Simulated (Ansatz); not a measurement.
# YbCdNi4: the cost of one run

Method: DFT r²SCAN, scalar-relativistic, plane waves, PAW, in Ansatz 0.2.0.

2 further runs of the same task are left out: 1 that didn't finish, 1 set aside as unsound or not needed. Runs told in other sessions of the task aren't counted.

## (1) The structure to begin with

The structure is cubic, space group F-43m (No. 216). The conventional cell has a = 6.929 Å, b = 6.929 Å, c = 6.929 Å, α = 90.00°, β = 90.00°, γ = 90.00°. Cd (site symmetry -43m) is surrounded by 12 Ni at 2.87 Å and 4 Yb at 3.00 Å. Ni (site symmetry 3m) has 6 Ni at 2.45 Å and 3 Yb at 2.87 Å and 3 Cd at 2.87 Å in its first shell of neighbours. Yb (site symmetry -43m) is surrounded by 12 Ni at 2.87 Å and 4 Cd at 3.00 Å.

Coordinates:

```
Cd Ni Yb
1.0
     0.00000    3.46428    3.46428
     3.46428    0.00000    3.46428
     3.46428    3.46428    0.00000
Cd Ni Yb
1 4 1
Direct
  0.00000 0.00000 0.00000
  0.37505 0.37505 0.37505
  0.37505 0.37505 0.87484
  0.37505 0.87484 0.37505
  0.87484 0.37505 0.37505
  0.75000 0.75000 0.75000
```

Starting moments: Ni 0.80 μB.

## (2) The first run (r²SCAN, 4×4×4 mesh)

Input file input.yaml:

```yaml
crystal:
  lattice:
    - [0.0, 3.46428416, 3.46428416]
    - [3.46428416, 0.0, 3.46428416]
    - [3.46428416, 3.46428416, 0.0]
  atoms:
    - { symbol: Cd, position: [0.0, 0.0, 0.0] }
    - { symbol: Ni, position: [0.3750523333, 0.3750523333, 0.3750523333], spin: 0.8 }
    - { symbol: Ni, position: [0.3750523333, 0.3750523333, 0.874843], spin: 0.8 }
    - { symbol: Ni, position: [0.3750523333, 0.874843, 0.3750523333], spin: 0.8 }
    - { symbol: Ni, position: [0.874843, 0.3750523333, 0.3750523333], spin: 0.8 }
    - { symbol: Yb, position: [0.75, 0.75, 0.75] }
basis:
  ecutwfc: 500
kpoints:
  mp_grid: { grid: [4, 4, 4] }
hamiltonian:
  xc: r2scan
scf:
  occupations: { method: gaussian, width: 0.1 }
  lower_state_search: "off"
output:
  forces: true
  stress: true
  eigenvalues: true
  populations: true
  hubbard: { sites: [{ species: Yb, l: f }] }
magnetization:
  spin_polarized: true
```

On the command line:

```bash
$ ansatz run input.yaml --threads 8 --pin off --max-ram 14336MiB --backend cpu --events-out ev --progress --plain --runs-dir out
```

**Question.** How long does this run take on 8 threads of Intel Xeon Platinum 8259CL at 2.50GHz (Skylake/Cascade Lake), shared host, and how much memory does it need?

About 41 s, with a peak of 1.1 GiB.
